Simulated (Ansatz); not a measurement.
This script for Ansatz 0.2.0, Python API starts 4 runs on ClHSb, SMILES [Cl][SbH]. What input does the engine get in each?

Script `clhsb.py`:
```python
"""ClHSb at several levels of theory."""

import warnings

import ansatz as az


def main() -> None:
    warnings.simplefilter("ignore", az.DeckWarning)

    molecule = (
        az.Crystal.molecule()
        .atom("Cl", (1.4895, 0.3564, 0.8453))
        .atom("Sb", (-0.671, 0.6555, -0.2932))
        .atom("H", (-0.8294, -1.0767, -0.5654))
    )

    model = molecule.calculation().basis(gaussian="def2-SVP").spin("collinear", total=1)

    methods = ["mp2", "ccsd", "ccsd_t", "ccsdt"]
    reports = [model.correlation(m).run(threads=1, backend="cpu").report for m in methods]
    print(f"Hartree-Fock reference {reports[0]['reference_energy_ev'] / 27.211386246:.6f} Ha")
    best = reports[-1]["free_energy_ev"] - reports[-1]["reference_energy_ev"]
    for method, each in zip(methods, reports):
        gained = each["free_energy_ev"] - each["reference_energy_ev"]
        print(f"{method:8s} total {each['free_energy_ev'] / 27.211386246:.6f} Ha  correlation {gained:9.4f} eV  ({100 * gained / best:.1f} % of the last)")


if __name__ == "__main__":
    main()
```

Run 1:
```yaml
crystal:
  periodic: [false, false, false]
  atoms:
    - { symbol: Cl, position_ang: [1.4895, 0.3564, 0.8453] }
    - { symbol: Sb, position_ang: [-0.671, 0.6555, -0.2932] }
    - { symbol: H, position_ang: [-0.8294, -1.0767, -0.5654] }
basis:
  gaussian:
    orbitals: def2-SVP
magnetization:
  spin_polarized: true
  initial_magnetization: 1.0
correlation:
  method: mp2
```

Run 2, against run 1:
```diff
-  method: mp2
+  method: ccsd
```

Run 3, against run 1:
```diff
-  method: mp2
+  method: ccsd_t
```

Run 4, against run 1:
```diff
-  method: mp2
+  method: ccsdt
```

Output of `python clhsb.py`:
```text
Hartree-Fock reference -699.210658 Ha
mp2      total -699.439051 Ha  correlation   -6.2149 eV  (86.2 % of the last)
ccsd     total -699.468394 Ha  correlation   -7.0133 eV  (97.2 % of the last)
ccsd_t   total -699.474889 Ha  correlation   -7.1901 eV  (99.7 % of the last)
ccsdt    total -699.475693 Ha  correlation   -7.2119 eV  (100.0 % of the last)
```

Notes:
- Total energies depend on the basis set; only differences at equal settings carry meaning.
- The geometry is a force-field or estimated start, not a minimum of this method, and the basis set is short of its limit. A lower total doesn't mark the better method: functionals have no common bound, and MP2 and coupled cluster aren't variational.
- def2 sets replace the cores of elements past krypton by effective core potentials.
- The run takes the species as open-shell (spin multiplicity 2), which needn't be its ground state.
- Inner cores stay frozen; a filled d shell under the valence of the heavier atoms is correlated with it.
- Hardware and time: 58 s on 1 thread of Arm Neoverse V2 (shared host), peak memory 0.78 GiB.
